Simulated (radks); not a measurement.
**Hf⁴⁺ in [Xe] 4f14: an all-electron calculation**

An exercise on one series of results from a longer session: the logs are not shown, and one member is left open.

The numbers are computed with radks (a radial shooting solver on a logarithmic mesh, Libxc functionals) version 1 (scalar-relativistic Kohn-Sham, exchange-only r2SCAN, spin-unpolarised, spherical densities, finite nucleus), except any that are marked as measured or tabulated.

### The system

```
element            : hafnium (Z = 72)
charge             : +4
electrons          : 68
configuration      : [Xe] 4f14
nuclear rms radius : 5.347 fm
```

The outer shells:

Hf⁴⁺
```
[Xe] core
4f [↑↓][↑↓][↑↓][↑↓][↑↓][↑↓][↑↓]
```

The first run:

The run's settings:

```text
Z 72
configuration [Xe] 4f14
relativity scalar-relativistic
functional r2scan,
spin unpolarised
nucleus finite rms 5.347 fm
c 137.035999084
```

Among the steps run: Self-consistent calculation.

One table of the session follows, with a row left open; its other results are not shown here.

It belongs to the step «Shells». From the orbitals of this run (lengths in bohr):

```
level      <r>  outermost maximum (interpolated)  90 % within  nodes
   1s  0.01899                            0.0119       0.0345      0
   2s  0.08036                            0.0680        0.125      1
   2p        ?                                 ?            ?      ?
   3s   0.2084                             0.192        0.306      2
   3p   0.2083                             0.190        0.312      1
   3d   0.1890                             0.155        0.293      0
   4s   0.4685                             0.438        0.672      3
   4p   0.4976                             0.458        0.723      2
   4d   0.5354                             0.471        0.803      1
   5s    1.129                              1.02         1.62      4
   5p    1.303                              1.15         1.89      3
   4f   0.6685                             0.456         1.13      0
```

**Question.** Estimate the row for 2p.

As computed: <r>: 0.07173; outermost maximum (interpolated): 0.0557; 90 % within: 0.117; nodes: 0. In the column «<r>» it lies between 1s (0.01899) and 2s (0.08036).
